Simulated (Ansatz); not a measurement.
# CH₅IN₂Si, SMILES I[SiH]1NCN1: a ladder of methods at one geometry

Program: Ansatz 0.2.0 through its Python package.

`ch5in2si.xyz`
```text
10

I    -2.72700    1.19530    0.48380
Si   -0.40440    1.08290    0.18280
N     0.25420   -0.23690    0.97260
C     0.12470   -1.12610   -0.16140
N     0.05800    0.02190   -1.07720
H     0.47470    2.28470    0.23820
H     1.29920   -0.03190    1.10110
H     0.89300   -1.84290   -0.34980
H    -0.89010   -1.68240   -0.08260
H     1.00080    0.28430   -1.30460
```

`run_methods.py`:
```python
"""CH5IN2Si at several levels of theory."""

from pathlib import Path

import ansatz as az
import numpy as np

mol = az.Crystal.molecule_from_extxyz("ch5in2si.xyz")

model = mol.calculation().basis(gaussian="def2-SVP")

print("functional    E (Ha)        dipole (D)   HOMO (eV)  LUMO (eV)")
for name in ["cam_b3lyp", "hse06", "lda", "r2scan0"]:
    report = model.functional(name).forces().orbitals().run(threads=1, backend="cpu", runs_dir="runs").report
    lines = Path(report["orbitals_path"]).read_text().splitlines()
    field_of = lambda key: [line.split("=")[1].strip() for line in lines if line.startswith(key)]
    orbitals = [(27.211386 * float(e), s, float(n)) for e, s, n in zip(field_of("Ene="), field_of("Spin="), field_of("Occup="))]
    homo = max(e for e, _, n in orbitals if n > 0.5)
    lumo = min(e for e, _, n in orbitals if n < 0.5)
    dipole = 4.803205 * np.linalg.norm(report["charge_distribution"]["dipole_moment_e_ang"])
    print(f"{name:10s} {report['free_energy_ev'] / 27.211386246:14.6f} {dipole:9.3f} {homo:11.3f} {lumo:10.3f}")
```

`python run_methods.py` gives:
```text
functional    E (Ha)        dipole (D)   HOMO (eV)  LUMO (eV)
cam_b3lyp     -737.517415     2.222      -6.845      0.917
hse06         -737.290965     2.196      -4.990     -0.589
lda           -734.747865     2.217      -3.989     -1.250
r2scan0       -737.544734     2.263      -5.624     -0.070
```

What to keep in mind:
- Total energies depend on the basis set; only differences at equal settings carry meaning.
- The geometry is a force-field or estimated start, not a minimum of this method, and the basis set is short of its limit. A lower total doesn't mark the better method: functionals have no common bound, and MP2 and coupled cluster aren't variational.
- def2 sets replace the cores of elements past krypton by effective core potentials.
- Levels such as HOMO and LUMO are orbital energies: with these approximate functionals they aren't the ionisation energy and electron affinity, and their gap isn't the fundamental gap.
- hse06 follows the composition of plane-wave codes, whose totals differ by tens of mHa, up to about 0.1 Ha, from the form usual in Gaussian-basis programs (wpbeh).
- Timing: 28 s on 1 thread of Arm Neoverse V2, with other jobs on the host, peak memory 0.37 GiB.
